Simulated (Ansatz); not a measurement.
**GeH₃O (doublet): wave-function methods side by side at a displaced geometry (v1), cc-pVDZ**

The task here is to estimate one member of a computed series from the others.

Computed with Ansatz 0.2.0, Gaussian basis. Level: cc-pVDZ, core rule «outside noble gas», up to 15 orbitals frozen.

Plan: UHF; CCSD(T) on ROHF; CCSD(T) on UHF; BCCD(T) on ROHF; CISD; CCSDT(Q) on ROHF; CCSDT(Q) on UHF.

16 further runs of the same task are left out: 1 for a known fault of the program, 3 that didn't finish, 12 set aside as unsound or not needed.

## The system

The geometry is a PBE0/def2-TZVP stationary point (not a proven minimum) with its atoms shifted at random (size 0.040 Å). No spin-orbit coupling is included. The filled d shell of Ge may be among the frozen orbitals whatever the setting's name suggests; the logs give the count.

5 atoms, charge 0, spin multiplicity 2.

Atoms are counted from 1 here; the program's logs count them from 0.

Bond lengths: Ge1–O2 1.806 Å, Ge1–H3 1.574 Å, Ge1–H4 1.538 Å, Ge1–H5 1.562 Å. Angles: O2–Ge1–H3 100.2°, O2–Ge1–H4 109.1°, O2–Ge1–H5 105.9°, H3–Ge1–H4 113.6°, H3–Ge1–H5 118.1°, H4–Ge1–H5 109.1°.

The first run:

in.yaml

```yaml
crystal:
  periodic: [false, false, false]
  atoms:
    - {symbol: Ge, position_ang: [0.002913, 0.002597, 0.301943]}
    - {symbol: O, position_ang: [-0.015164, -0.013546, -1.504057]}
    - {symbol: H, position_ang: [1.554688, 0.045879, 0.563736]}
    - {symbol: H, position_ang: [-0.740859, 1.253125, 0.800904]}
    - {symbol: H, position_ang: [-0.783051, -1.271149, 0.749414]}
basis:
  gaussian: {orbitals: cc-pVDZ}
magnetization: {spin_polarized: true, initial_magnetization: 1}
hamiltonian: {xc: hf}
output: {orbitals: {seedname: orbitals}}
```

On the command line:

```sh
$ ansatz run in.yaml --threads 1 --pin off --events-out ev --progress --plain --max-ram 2393MiB
```

Steps of the session up to this table: UHF; CCSD(T) on ROHF; CCSD(T) on UHF; BCCD(T) on ROHF; CISD; CCSDT(Q) on ROHF; CCSDT(Q) on UHF.

One table of the session follows, with a row left open; its other results are not shown here.

| method | from UCCSDT(Q) (kcal/mol) |
| --- | --- |
| ROHF | +180.09 |
| UHF | +177.63 |
| RMP2 | +26.24 |
| UMP2 | +26.22 |
| RCCSD | +4.21 |
| UCCSD | +4.16 |
| RCCSD(T) | +0.91 |
| UCCSD(T) | +0.89 |
| BCCD(T) | ? |
| RCCSDT | +0.33 |
| UCCSDT | +0.31 |
| RCCSDT(Q) | +0.04 |
| UCCSDT(Q) | 0 |

Q: Estimate the row for BCCD(T) from the others.

The run gave: from UCCSDT(Q) (kcal/mol): +0.88. In the column «from UCCSDT(Q) (kcal/mol)» it lies between RCCSDT (+0.33) and UCCSD(T) (+0.89).

Not comparable, so not listed: CISD (they don't share determinant, frozen orbitals or solution with the rows shown, or repeat one).

Caveats from the session: Restricted and unrestricted rows rest on different reference determinants; where their highest levels disagree by more than a few hundredths of an eV, they describe different states and don't form one ladder.
